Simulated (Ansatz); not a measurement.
# SO2 (sulfur dioxide) at RPA@PBE/STO-3G

Aim: the electronic atomisation energy of SO2 (sulfur dioxide) at RPA@PBE/STO-3G, from 3 runs. 

The calculation is run with Ansatz 0.2.0.

57 further runs of the same task are left out: 19 that didn't finish, 38 set aside as unsound or not needed.

### 1 Starting point

SO2 has 3 atoms, charge 0, and is taken as a singlet. SMILES: `O=S=O`. The shape is that of a PBE0-D4/def2-TZVP optimisation.

Bond lengths: O1–S2 1.431 Å, S2–O3 1.431 Å. Angles: O1–S2–O3 118.9°.

### 2 A single-point energy at RPA@PBE/STO-3G

File job.yaml:

```yaml
basis:
  gaussian:
    orbitals: STO-3G
crystal:
  periodic: [false, false, false]
  atoms:
    - symbol: O
      position_ang: [-0.974420, 0.645900, -0.459510]
    - symbol: S
      position_ang: [0.269520, 0.357380, 0.186790]
    - symbol: O
      position_ang: [0.704900, -1.003280, 0.272720]
hamiltonian:
  xc: {name: PBE}
accuracy: high
correlation:
  method: rpa
  frozen_orbitals: {O: 1, S: 5}
```

Command:

```console
$ ansatz run job.yaml --threads 1 --pin off --max-ram 3480MiB --events-out events.jsonl --progress --plain --runs-dir runs
```

The log of the run:

```text
Warning: RAYON_NUM_THREADS=1 ignored (pool sized by the plan → 1); use --threads N
Functional definition: PBE
  name "PBE"
  parameter kappa = 0.804
  parameter beta = 0.06672455060314922
  exchange = pbe_x(kappa = kappa, mu = beta*pi^2/3)
  correlation = pbe_c(beta = beta)
337 factors; integrals over basis functions are off by at most 2.4e-8 eV
mean field evaluation 1: about -14731.2121 eV, gradient 4.5e1 eV
mean field evaluation 2: about -14731.1962 eV, gradient 4.5e1 eV
mean field evaluation 4: about -14738.2452 eV, gradient 1.9e0 eV
mean field evaluation 8: about -14738.2558 eV, gradient 1.4e-2 eV
mean field evaluation 16: about -14738.2558 eV, gradient 5.3e-8 eV
mean field -14738.25581613 eV, -541.6209112943 hartree, gradient 1.5e-8 eV, S^2 0.000000; 0 other end points of the search recorded, 0 dependent functions left out
7 core orbitals not correlated: weight in the atoms' cores, before any rotation towards them, 1.000 or more for the frozen orbitals, at most 0.000 for the correlated occupied ones
reference -14709.58894637 eV, -540.5674232616 hartree; 9, 9 occupied and 3, 3 virtual orbitals, 337 factors
Total energy: -14717.99870919 eV, -540.8764763447 hartree
```

Run time: 1.2 s. Hardware: 1 thread of Arm Neoverse V1, shared host; peak memory 0.09 GiB.

### 3 The O atom at the same level

File molecule.yaml:

```yaml
crystal:
  periodic: [false, false, false]
  atoms:
    - {symbol: O, position_ang: [0.000000, 0.000000, 0.000000]}
basis:
  gaussian: {orbitals: STO-3G}
magnetization: {spin_polarized: true, initial_magnetization: 2}
hamiltonian: {xc: {name: PBE}}
correlation: {method: rpa, frozen_orbitals: {O: 1}}
accuracy: high
```

Run the same way, it converges to -73.83858 Eh (log not shown).

### 4 The S atom at the same level

File job.yaml:

```yaml
crystal:
  periodic: [false, false, false]
  atoms:
    - {symbol: S, position_ang: [0.000000, 0.000000, 0.000000]}
basis:
  gaussian:
    orbitals: STO-3G
magnetization:
  spin_polarized: true
  initial_magnetization: 2
hamiltonian:
  xc: pbe
correlation:
  method: rpa
  frozen_orbitals: {S: 5}
accuracy: high
```

Run the same way, it converges to -393.15871 Eh (log not shown).

### 5 Outcome

At RPA@PBE/STO-3G, 7 core orbitals frozen:

| quantity | value |
| --- | --- |
| molecule: total energy | -540.87648 Eh |
| molecule: RPA correlation energy (valence) | -309.1 mEh |
| O atom: total energy | -73.83858 Eh |
| O atom: RPA correlation energy (valence) | -34.4 mEh |
| O atom: ⟨S²⟩ of the reference determinant | 2.000 |
| S atom: total energy | -393.15871 Eh |
| S atom: RPA correlation energy (valence) | -29.2 mEh |
| S atom: ⟨S²⟩ of the reference determinant | 2.000 |
| electronic atomisation energy | 1.105 eV |

In words: Taking the molecule apart into free atoms costs 1.10 eV (107 kJ/mol), before zero-point energy and without spin-orbit coupling. In a minimal basis such a difference can be off by several eV, whatever the method.
